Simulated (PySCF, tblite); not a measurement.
**CH14B3N3, a small molecule taken as a stand-in for a surface group (cubic BN ring): NMR shifts, core binding energies and electronic excitations**

Wanted: the NMR shifts, core binding energies and electronic excitations for `C[BH-]1[NH2+][BH2-][NH2+][BH2-][NH2+]1`.

Programs: tblite 0.8.0 and PySCF 2.14.0. All values are calculated, for the isolated system unless a continuum is named. Atoms count from 0, parts from 1.

### 1 The system as given

21 atoms, charge 0, multiplicity 1; geometry: distance geometry start.

### 2 Relaxing the cluster with GFN2-xTB

The job: settings as JSON, then the geometry in Å.

```
{"job": {"kind": "relax", "xc": "GFN2-xTB", "basis": "xTB"}, "charge": 0, "multiplicity": 1}
N     -0.276725     1.306616     0.022511
B      1.167151     1.211178    -0.400886
N      1.913699    -0.044591    -0.172938
B      1.212928    -1.160419     0.561141
N     -0.246432    -1.227178     0.219199
B     -1.008569     0.070830     0.372279
C     -2.362660    -0.106497    -0.450406
H     -0.303843     1.978991     0.835151
H     -0.765168     1.822407    -0.755587
H      1.240180     1.462734    -1.552118
H      1.780247     2.115194     0.153074
H      2.282170    -0.431467    -1.067018
H      2.812276     0.175491     0.386960
H      1.777983    -2.203107     0.329954
H      1.377556    -0.956648     1.734580
H     -0.670233    -1.906480     0.922978
H     -0.413928    -1.633218    -0.706304
H     -1.336941     0.159496     1.513907
H     -3.203888    -0.349366     0.264431
H     -2.649750     0.772141    -1.021476
H     -2.294412    -1.054482    -1.073563
```

Method: GFN2-xTB geometry optimisation, gas phase.

On the command line:

```sh
OMP_NUM_THREADS=1 python cluster_run.py task.json out
```

One launch serves the whole session: the jobs run in the order shown.

**Question.** The jobs that follow are: PBE0-D3(BJ)/def2-SVP geometry optimisation, gas phase; GIAO PBE0/pcSseg-1 NMR shielding, non-relativistic, gas phase; delta-SCF UKS SCAN, pcX-2 on the ionised atom, pcseg-1 elsewhere, spin-free X2C; TDDFT CAM-B3LYP/def2-SVPD, vertical, gas phase, core orbitals frozen in the response. Predict: point group; rotational constants (main isotopes); ¹³C shifts against TMS (PBE0/pcSseg-1); ¹H shifts against TMS (PBE0/pcSseg-1); ¹⁵N shifts against NH3 (PBE0/pcSseg-1, means over atoms taken as alike); ¹¹B shifts against BF3·OEt2 (PBE0/pcSseg-1); potential on the surface of density 0.002 e/bohr³, 1st and 99th percentile; B1s binding energies, SCAN/pcX-2 (standing for 2 of 3 atoms); N1s binding energies, SCAN/pcX-2; C1s binding energies, SCAN/pcX-2; lowest singlet (CAM-B3LYP/def2-SVPD); lowest triplet; vertical ionisation energy (ΔSCF).

As calculated:

```
                                                                  quantity                                                                                     value
                                                               point group                                                                                        C1
                                      rotational constants (main isotopes)                                                                      3.72, 2.08, 1.59 GHz
                                    ¹³C shifts against TMS (PBE0/pcSseg-1)                                                                                   5.4 ppm
                                     ¹H shifts against TMS (PBE0/pcSseg-1)  2.72, 2.68, 2.57, 2.50, 2.44, 2.33, 1.97, 1.95, 1.56, 1.44, 1.02, 0.08, -0.14, -0.20 ppm
   ¹⁵N shifts against NH3 (PBE0/pcSseg-1, means over atoms taken as alike)                                                                            48.3, 37.0 ppm
                               ¹¹B shifts against BF3·OEt2 (PBE0/pcSseg-1)                                                                   -11.6, -17.6, -19.3 ppm
potential on the surface of density 0.002 e/bohr³, 1st and 99th percentile                                                                        -0.94 V and 1.87 V
              B1s binding energies, SCAN/pcX-2 (standing for 2 of 3 atoms)                                                                   B1 194.96, B5 194.76 eV
                                          N1s binding energies, SCAN/pcX-2                                                                   N2 406.23, N4 405.96 eV
                                          C1s binding energies, SCAN/pcX-2                                                                              C6 289.36 eV
                                      lowest singlet (CAM-B3LYP/def2-SVPD)                                                               7.07 eV (175 nm), f = 0.032
                                                            lowest triplet                                                                                   6.90 eV
                                         vertical ionisation energy (ΔSCF)                                                                                  10.03 eV
```

In words: The start of the PBE0/def2-SVP relaxation was shaken at random by about 0.01 Å, so part of the energy gained, and of the first lengths quoted, undoes that. The optimisation took 4 steps and gained 0.207 eV; among the close pairs (by a distance rule), B3–H13 changed most, from 1.174 to 1.225 Å (PBE0/def2-SVP). No frequency check was run at this level, so the end point may be a saddle. Hydrogens of an XH3 group are listed apart at this fixed geometry; free rotation makes them one line at their mean. At PBE0/pcSseg-1: Shielding is most anisotropic at N0, N4 (span 45 ppm, paramagnetic term -101 ppm). At SCAN/pcX-2: The B1s levels kept as sound span 0.20 eV, from B5 (boron bonded to C, 2 N, H) up to B1 (boron bonded to 2 N, 2 H). Only 2 of the 3 B atoms are covered by sound results. At SCAN/pcX-2: The N1s levels kept as sound span 0.27 eV, from N4 (nitrogen bonded to 2 B, 2 H) up to N2 (nitrogen bonded to 2 B, 2 H). The first singlet state (HOMO→LUMO 0.47, HOMO−1→LUMO 0.41) lies at 7.07 eV and is weak. The lowest triplet lies 0.17 eV below the lowest singlet (triplets in Tamm-Dancoff, singlets in full TDDFT). The orbital energy would give 9.26 eV for ionisation, ΔSCF gives 10.03 eV. A capped cluster stands for the solid here, so long-range fields and strain are missing, and bands or shifts of the capping hydrogens have no counterpart in it.
